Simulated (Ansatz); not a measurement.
Crystal: K3Ge.

```xyz
4
Lattice="0.0000 4.3110 4.3110 4.3110 0.0000 4.3110 4.3110 4.3110 0.0000" Properties=species:S:1:pos:R:3 pbc="T T T"
Ge    0.0000    0.0000    0.0000
K     4.3110    4.3110    4.3110
K     6.4665    6.4665    6.4665
K     2.1555    2.1555    2.1555
```

The cell comes from a database or a generator and needn't be the stable form of this composition.

* Program: Ansatz 0.2.0
* Task: relaxation of cell and atoms
* Functional: PBEsol
* Potentials or basis: Ansatz PAW
* Cutoff: 420 eV (not typed: the program's choice for these potentials)
* k mesh: 6 × 6 × 6
* Occupations: fermi-dirac, width 0.05 eV
* Spin: no spin polarisation

At the start: volume 40.06 Å³/atom.

How do energy, volume and symmetry change on relaxing?

It ends after 5 steps and the volume is 37.52 Å³/atom (-6.4 %); space group Fm-3m (No. 225, to 0.05 Å).

The path:
| step | energy change (eV) | largest force (eV/Å) | volume (Å³) |
| --- | --- | --- | --- |
| 1 | 0.0000 | 0.0000 | 160.24 |
| 2 | -0.0081 | 0.0000 | 157.67 |
| 3 | -0.0192 | 0.0000 | 149.16 |
| 4 | -0.0193 | 0.0000 | 150.06 |
| 5 | -0.0191 | 0.0000 | 150.06 |

Final structure:
```
CELL_PARAMETERS angstrom
0.00000 4.21773 4.21773
4.21773 0.00000 4.21773
4.21773 4.21773 0.00000
ATOMIC_POSITIONS crystal
Ge 0.00000 0.00000 0.00000
K 0.50000 0.50000 0.50000
K 0.75000 0.75000 0.75000
K 0.25000 0.25000 0.25000
```

Caveat: the plane-wave basis is chosen anew once the cell has moved, so the energies of steps on either side of that aren't comparable; the PAW data sets come from PBE, with cores solved anew for the run's functional, which leaves a small shift of forces and pressure.
